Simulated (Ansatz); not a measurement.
**BGeH+ (doublet): wave-function methods side by side, cc-pVTZ**

The task here is to estimate one member of a computed series from the others.

Computed with Ansatz 0.2.0, Gaussian basis. Level: cc-pVTZ, core rule «outside noble gas», up to 15 orbitals frozen.

The runs, in order: UHF; CCSD(T) on ROHF; CCSD(T) on UHF; BCCD(T) on ROHF; CCSDT(Q) on ROHF; CCSDT(Q) on UHF; CASSCF and MRCISD+Q, 7 electrons in 9 orbitals; CASSCF and NEVPT2, 7 electrons in 9 orbitals.

8 further runs of the same task are left out: 1 that didn't finish, 7 set aside as unsound or not needed.

## The system

The geometry is a PBE0/def2-TZVP stationary point (not a proven minimum) of the parent state, kept for this charge and spin. No spin-orbit coupling is included. The filled d shell of Ge may be among the frozen orbitals whatever the setting's name suggests; the logs give the count.

3 atoms, charge 1, spin multiplicity 2.

Atoms are counted from 1 here; the program's logs count them from 0.

Bond lengths: Ge1–B2 1.963 Å, B2–H3 1.188 Å. Angles: Ge1–B2–H3 180.0°.

Coordinates:

```
Ge    0.00000    0.00000    1.70449
B     0.00000    0.00000   -0.25832
H     0.00000    0.00000   -1.44617
```

Set-up of the first run:

File in.yaml:

```yaml
crystal:
  periodic: [false, false, false]
  atoms:
    - {symbol: Ge, position_ang: [0.000000, 0.000000, 1.704490]}
    - {symbol: B, position_ang: [0.000000, 0.000000, -0.258320]}
    - {symbol: H, position_ang: [0.000000, 0.000000, -1.446169]}
basis:
  gaussian: {orbitals: cc-pVTZ}
total_charge: 1
magnetization: {spin_polarized: true, initial_magnetization: 1}
hamiltonian: {xc: hf}
output: {orbitals: {seedname: orbitals}}
```

On the command line:

```bash
$ ansatz run in.yaml --threads 1 --pin off --events-out ev --progress --plain --max-ram 2393MiB
```

Among the steps run: UHF; CCSD(T) on ROHF; CCSD(T) on UHF; BCCD(T) on ROHF; CCSDT(Q) on ROHF; CCSDT(Q) on UHF; CASSCF and MRCISD+Q, 7 electrons in 9 orbitals; CASSCF and NEVPT2, 7 electrons in 9 orbitals.

One table of the session follows, with a row left open; its other results are not shown here.

| method | from UCCSDT(Q) (kcal/mol) |
| --- | --- |
| ROHF | +104.23 |
| UHF | +101.79 |
| RMP2 | +22.99 |
| UMP2 | +25.98 |
| RCCSD | ? |
| UCCSD | +4.38 |
| RCCSD(T) | +0.80 |
| UCCSD(T) | +0.97 |
| BCCD(T) | +0.80 |
| RCCSDT | +0.09 |
| UCCSDT | +0.15 |
| RCCSDT(Q) | -0.04 |
| UCCSDT(Q) | 0 |
| CASSCF valence | +55.81 |
| NEVPT2 valence | +13.96 |
| MRCISD valence | +2.71 |
| MRCISD+Q valence | +0.25 |

Estimate the missing values for RCCSD.

The run gave: from UCCSDT(Q) (kcal/mol): +4.16. In the column «from UCCSDT(Q) (kcal/mol)» it lies between MRCISD valence (+2.71) and UCCSD (+4.38).

Among the levels timed on like hardware and quicker than the yardstick, those that no quicker one beats, quickest first: NEVPT2 valence (4.9 s, +13.96 kcal/mol); RCCSD(T) (6 s, +0.80 kcal/mol); BCCD(T) (6.5 s, +0.80 kcal/mol); MRCISD+Q valence (8 s, +0.25 kcal/mol); RCCSDT(Q) (80 s, -0.04 kcal/mol).

To keep in mind: Of the multireference levels listed MRCISD+Q valence comes nearest in total energy (+0.25 kcal/mol), which doesn't show that its space is the better one. Restricted and unrestricted rows rest on different reference determinants; where their highest levels disagree by more than a few hundredths of an eV, they describe different states and don't form one ladder.
